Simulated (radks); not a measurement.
# Valence configurations of Se

An exercise on one series of results from a longer session: the logs are not shown, and one member is left open.

Method: Dirac Kohn-Sham, PBE, spin-unpolarised, spherical densities, finite nucleus; open shells fill j = l - 1/2 first. Code: radks (a radial shooting solver on a logarithmic mesh, Libxc functionals) version 1.

## What is computed

```
element            : selenium (Z = 34)
charge             : 0
electrons          : 34
configuration      : [Ar] 3d10 4s2 4p4
nuclear rms radius : 4.14 fm
others tried       : 3d9 4s2 4p5; 3d10 4s1 4p5; 3d9.5 4s1.5 4p5; 3d10 4s1.5 4p4.5; 3d9.5 4s2 4p4.5; 3d8.5 4s1.5 4p6
```

Set-up of the first run:

The run's settings:

```text
Z 34
configuration [Ar] 3d10 4s2 4p4
relativity Dirac
functional pbe,pbe
spin unpolarised
j_filling energy
nucleus finite rms 4.14 fm
c 137.035999084
```

Among the steps run: [Ar] 3d10 4s2 4p4.

One of the session's tables, all rows but one given; the rest of the session is left out.

It belongs to the step «[Ar] 3d10 4s2 4p4». From the orbitals of this run (lengths in bohr):

| level | <r> | outermost maximum (interpolated) | 90 % within | nodes |
| --- | --- | --- | --- | --- |
| 3s1/2 | 0.5739 | 0.502 | 0.856 | 2 |
| 3p1/2 | 0.5824 | 0.495 | 0.892 | 1 |
| 3p3/2 | 0.5930 | 0.503 | 0.908 | 1 |
| 3d3/2 | ? | ? | ? | ? |
| 3d5/2 | 0.6325 | 0.454 | 1.05 | 0 |
| 4s1/2 | 1.797 | 1.51 | 2.69 | 3 |
| 4p1/2 | 2.271 | 1.79 | 3.54 | 2 |
| 4p3/2 | 2.323 | 1.82 | 3.62 | 2 |

**Question.** Estimate the row for 3d3/2.

As computed: <r>: 0.6281; outermost maximum (interpolated): 0.451; 90 % within: 1.04; nodes: 0. In the column «<r>» it lies between 3p3/2 (0.5930) and 3d5/2 (0.6325).
